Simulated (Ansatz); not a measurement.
# CH2STe (SMILES S=C[TeH]): a rigid scan of the bond length C2–Te3

One table from this session's results is given with a row withheld; the runs are named, their logs left out.

Computed with Ansatz 0.2.0, Gaussian basis. Level: single points in def2-TZVPP.

Levels: PBE-D4, r2SCAN-D4, PBE0-D4, B3LYP-D4, wB97M-V, Hartree-Fock, MP2, CCSD, CCSD(T). The scan takes 1.789, 1.850, 1.940, 2.044, 2.160, 2.285, 2.418, 2.558, 2.704 Å.

Cores are frozen in the correlated methods. Filled d shells of the heavier atoms are correlated. Core potentials replace the inner electrons past krypton, and spin-orbit coupling is left out. B3LYP uses VWN-RPA correlation.

190 further runs of the same task are left out: 190 set aside as unsound or not needed.

### Starting geometry

The minimum, relaxed at PBE0-D4: 5 atoms, charge 0, spin multiplicity 1.

Atoms are counted from 1 here; the program's logs count them from 0.

Bond lengths: S1–C2 1.606 Å, C2–Te3 2.080 Å, C2–H4 1.090 Å, Te3–H5 1.661 Å. Angles: S1–C2–Te3 124.9°, S1–C2–H4 122.5°, Te3–C2–H4 112.6°, C2–Te3–H5 93.9°.

Geometry (Å):

```mol
CH2STe
  3D, bonds by distance, orders not assigned

  5  4  0  0  0  0  0  0  0  0999 V2000
   -0.8594   -1.8836   -0.7077 S   0  0
   -0.3591   -0.5366    0.0108 C   0  0
    0.9803    0.8251   -0.8119 Te  0  0
   -0.6997   -0.2421    1.0038 H   0  0
    0.9379    1.8372    0.5049 H   0  0
  1  2  8  0
  2  3  8  0
  2  4  8  0
  3  5  8  0
M  END
```

Energies of the minimum (eV), from earlier single points: PBE-D4 -19192.13040, r2SCAN-D4 -19199.61456, PBE0-D4 -19193.35552, B3LYP-D4 -19201.27391, wB97M-V -19196.12012, CCSD(T) -19167.07526.

At the minimum the bond length C2–Te3 is 2.080 Å.

The first run:

Input file pbe-tzvpp/in.yaml:

```yaml
crystal:
  periodic: [false, false, false]
  atoms:
    - {symbol: S, position_ang: [-0.859355, -1.883598, -0.707686]}
    - {symbol: C, position_ang: [-0.359147, -0.536639, 0.010841]}
    - {symbol: Te, position_ang: [0.793043, 0.634731, -0.696881]}
    - {symbol: H, position_ang: [-0.699706, -0.242121, 1.003849]}
    - {symbol: H, position_ang: [0.750596, 1.646822, 0.619952]}
basis:
  gaussian: {orbitals: def2-TZVPP}
hamiltonian: {xc: pbe, dispersion: d4}
output: {forces: true}
```

r2scan-tzvpp/in.yaml, as changes to pbe-tzvpp/in.yaml:

```diff
-hamiltonian: {xc: pbe, dispersion: d4}
+hamiltonian: {xc: r2scan, dispersion: d4}
```

pbe0-tzvpp/in.yaml:

```diff
-hamiltonian: {xc: pbe, dispersion: d4}
-output: {forces: true}
+hamiltonian: {xc: pbe0, dispersion: d4}
+output: {forces: true, orbitals: {seedname: orbitals}}
```

b3lyp-tzvpp/in.yaml:

```diff
-hamiltonian: {xc: pbe, dispersion: d4}
+hamiltonian: {xc: {name: B3LYP}, dispersion: d4}
```

wb97mv-tzvpp/in.yaml:

```diff
-hamiltonian: {xc: pbe, dispersion: d4}
-output: {forces: true}
+hamiltonian: {xc: {name: wB97M-V}}
```

ccsdt-tzvpp/in.yaml:

```diff
-hamiltonian: {xc: pbe, dispersion: d4}
-output: {forces: true}
+correlation: {method: ccsd_t}
```

Each run has its own folder and the same command.

The run is started by

```bash
$ ansatz run in.yaml --threads 2 --pin off --events-out ev --progress --plain --max-ram 4352MiB
```

Among the steps run: C2–Te3 = 1.789 Å; C2–Te3 = 1.850 Å; C2–Te3 = 1.940 Å; C2–Te3 = 2.044 Å; C2–Te3 = 2.160 Å; C2–Te3 = 2.285 Å; C2–Te3 = 2.418 Å; C2–Te3 = 2.558 Å; C2–Te3 = 2.704 Å.

One of the session's tables, all rows but one given; the rest of the session is left out.

It belongs to the step «The curves». Energies less that of the minimum at the same level (kcal/mol):

| bond length (Å) | PBE-D4 | PBE0-D4 | B3LYP-D4 | wB97M-V | Hartree-Fock |
| --- | --- | --- | --- | --- | --- |
| 1.789 | 25.3 | 23.4 | 25.7 | 24.2 | 27.5 |
| 1.850 | 14.7 | 13.1 | 14.9 | 13.6 | 15.8 |
| 1.940 | 5.2 | 4.1 | 5.2 | 4.4 | 5.4 |
| 2.044 | 0.5 | 0.2 | 0.5 | 0.3 | 0.4 |
| 2.080 (minimum) | 0.0 | 0.0 | 0.0 | 0.0 | 0.0 |
| 2.160 | 0.3 | 1.0 | 0.4 | 1.0 | 0.8 |
| 2.285 | 3.3 | 5.2 | 3.7 | 5.4 | 5.3 |
| 2.418 | ? | ? | ? | ? | ? |
| 2.558 | 15.0 | 19.4 | 16.1 | 20.6 | 22.1 |
| 2.704 | 21.9 | 27.6 | 23.4 | 29.5 | 32.1 |

Estimate the missing values for bond length (Å) = 2.418.

Worked estimate for «PBE-D4». A straight line through the neighbours (2.285, 3.3) and (2.558, 15.0) gives 3.3 + (15.0 − 3.3) × (2.418 − 2.285) / (2.558 − 2.285) = 9.0; a parabola fitted to 4 rows on both sides gives 8.5.

The run gave: PBE-D4: 8.6; PBE0-D4: 11.7; B3LYP-D4: 9.3; wB97M-V: 12.3; Hartree-Fock: 12.8. In «PBE-D4» the line misses by +0.4 and the parabola by -0.1.
